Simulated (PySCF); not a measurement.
# I⁻: electron affinity in aug-cc-pVTZ-PP plus 1 even-tempered diffuse shell per l with ECP28

Aim: the electron affinity of iodine from differences of total energies, at each level of theory, and how far each lands from the tabulated value where there is one.

The numbers are computed with PySCF 2.14.0 (unrestricted determinants in a Gaussian basis, no spin-orbit coupling in the energies), except any that are marked as measured or tabulated.

## (1) The atom as given

| Property | Result |
| --- | --- |
| Element | iodine (Z = 53) |
| Basis | aug-cc-pVTZ-PP with one added diffuse shell each of d, f type with ECP28MDF (6s5p5d3f, 67 functions) |
| Hamiltonian | scalar relativity through the core potential |
| State 1 | I⁻: [Xe], closed-shell 1S |
| Needed too, but not shown | I [Kr] 4d10 5s2 5p5 (2P) |
| Methods | UHF, LDA, PBE, PBE0, r2SCAN, TPSS, PW91, B97-3, BP86, MP2 |
| Core shells frozen in the correlated runs | valence: 4s2 4p6 4d10 (for I⁻) |

Outer shells as boxes (Hund's rule):

I- [Xe]
```
[Kr] core
4d [↑↓][↑↓][↑↓][↑↓][↑↓]
5s [↑↓]
5p [↑↓][↑↓][↑↓]
```

One driver process ran all states and methods and kept the integrals in memory. Each run is shown as a PySCF script that sums up its settings (the driver passes frozen orbitals as a list and adds second-order terms of double hybrids); the logs are those of the runs themselves. The driver starts from symmetry-adapted Hartree-Fock orbitals, holds the occupation by maximum overlap and uses a logarithmic radial grid for functionals, so a plain start would take other cycles.

The integrals over 67 functions and the set-up took 1.1 s of CPU time.

## (2) I⁻

UHF:

Contents of input.py:

```python
from pyscf import gto, scf, dft, mp, cc
import basis_set_exchange as bse
txt = bse.get_basis("aug-cc-pVTZ-PP", elements=["I"], fmt="nwchem", header=False, augment_diffuse=1)
cut = txt.index("\nECP")
mol = gto.M(atom="I 0 0 0", charge=-1, spin=0, symmetry="D2h",
            basis=gto.basis.parse(txt[:cut]),
            ecp={"I": gto.basis.parse_ecp(txt[cut:])})
mf = scf.UHF(mol)
mf.irrep_nelec = {'Ag': (4, 4), 'B1g': (1, 1), 'B2g': (1, 1), 'B3g': (1, 1), 'B1u': (2, 2), 'B2u': (2, 2), 'B3u': (2, 2)}
mf.kernel()
```

LDA:

input.py differs from the last one in:

```diff
@@ -7,3 +7,3 @@
             ecp={"I": gto.basis.parse_ecp(txt[cut:])})
-mf = scf.UHF(mol)
+mf = dft.UKS(mol, xc="LDA,VWN")
 mf.irrep_nelec = {'Ag': (4, 4), 'B1g': (1, 1), 'B2g': (1, 1), 'B3g': (1, 1), 'B1u': (2, 2), 'B2u': (2, 2), 'B3u': (2, 2)}
```

PBE:

input.py differs from the last one in:

```diff
@@ -7,3 +7,3 @@
             ecp={"I": gto.basis.parse_ecp(txt[cut:])})
-mf = dft.UKS(mol, xc="LDA,VWN")
+mf = dft.UKS(mol, xc="PBE")
 mf.irrep_nelec = {'Ag': (4, 4), 'B1g': (1, 1), 'B2g': (1, 1), 'B3g': (1, 1), 'B1u': (2, 2), 'B2u': (2, 2), 'B3u': (2, 2)}
```

PBE0:

input.py differs from the last one in:

```diff
@@ -7,3 +7,3 @@
             ecp={"I": gto.basis.parse_ecp(txt[cut:])})
-mf = dft.UKS(mol, xc="PBE")
+mf = dft.UKS(mol, xc="PBE0")
 mf.irrep_nelec = {'Ag': (4, 4), 'B1g': (1, 1), 'B2g': (1, 1), 'B3g': (1, 1), 'B1u': (2, 2), 'B2u': (2, 2), 'B3u': (2, 2)}
```

r2SCAN:

input.py differs from the last one in:

```diff
@@ -7,3 +7,3 @@
             ecp={"I": gto.basis.parse_ecp(txt[cut:])})
-mf = dft.UKS(mol, xc="PBE0")
+mf = dft.UKS(mol, xc="R2SCAN")
 mf.irrep_nelec = {'Ag': (4, 4), 'B1g': (1, 1), 'B2g': (1, 1), 'B3g': (1, 1), 'B1u': (2, 2), 'B2u': (2, 2), 'B3u': (2, 2)}
```

TPSS:

input.py differs from the last one in:

```diff
@@ -7,3 +7,3 @@
             ecp={"I": gto.basis.parse_ecp(txt[cut:])})
-mf = dft.UKS(mol, xc="R2SCAN")
+mf = dft.UKS(mol, xc="TPSS")
 mf.irrep_nelec = {'Ag': (4, 4), 'B1g': (1, 1), 'B2g': (1, 1), 'B3g': (1, 1), 'B1u': (2, 2), 'B2u': (2, 2), 'B3u': (2, 2)}
```

PW91:

input.py differs from the last one in:

```diff
@@ -7,3 +7,3 @@
             ecp={"I": gto.basis.parse_ecp(txt[cut:])})
-mf = dft.UKS(mol, xc="TPSS")
+mf = dft.UKS(mol, xc="PW91,PW91")
 mf.irrep_nelec = {'Ag': (4, 4), 'B1g': (1, 1), 'B2g': (1, 1), 'B3g': (1, 1), 'B1u': (2, 2), 'B2u': (2, 2), 'B3u': (2, 2)}
```

B97-3:

input.py differs from the last one in:

```diff
@@ -7,3 +7,3 @@
             ecp={"I": gto.basis.parse_ecp(txt[cut:])})
-mf = dft.UKS(mol, xc="PW91,PW91")
+mf = dft.UKS(mol, xc="HYB_GGA_XC_B97_3")
 mf.irrep_nelec = {'Ag': (4, 4), 'B1g': (1, 1), 'B2g': (1, 1), 'B3g': (1, 1), 'B1u': (2, 2), 'B2u': (2, 2), 'B3u': (2, 2)}
```

BP86:

input.py differs from the last one in:

```diff
@@ -7,3 +7,3 @@
             ecp={"I": gto.basis.parse_ecp(txt[cut:])})
-mf = dft.UKS(mol, xc="HYB_GGA_XC_B97_3")
+mf = dft.UKS(mol, xc="B88,P86")
 mf.irrep_nelec = {'Ag': (4, 4), 'B1g': (1, 1), 'B2g': (1, 1), 'B3g': (1, 1), 'B1u': (2, 2), 'B2u': (2, 2), 'B3u': (2, 2)}
```

## (3) I⁻, continued

MP2 (valence):

input.py: that of step 2 with these lines changed.

```diff
@@ -7,4 +7,5 @@
             ecp={"I": gto.basis.parse_ecp(txt[cut:])})
-mf = dft.UKS(mol, xc="B88,P86")
+mf = scf.UHF(mol)
 mf.irrep_nelec = {'Ag': (4, 4), 'B1g': (1, 1), 'B2g': (1, 1), 'B3g': (1, 1), 'B1u': (2, 2), 'B2u': (2, 2), 'B3u': (2, 2)}
 mf.kernel()
+mp.UMP2(mf, frozen=9).kernel()
```

Q: Predict the outcome of this session.

The runs gave:

```
            quantity                                               value
electron affinity, I  UHF 2.301, MP2 (valence) 3.199 eV; reference 3.059
```

In words: The methods span 1.198 eV, from UHF (2.301) to LDA (3.499). The reference is uncertain or not like for like (spin-orbit coupling or other relativistic terms), so no ranking of close methods is drawn. All values hold for this basis alone; no basis-set limit was taken.
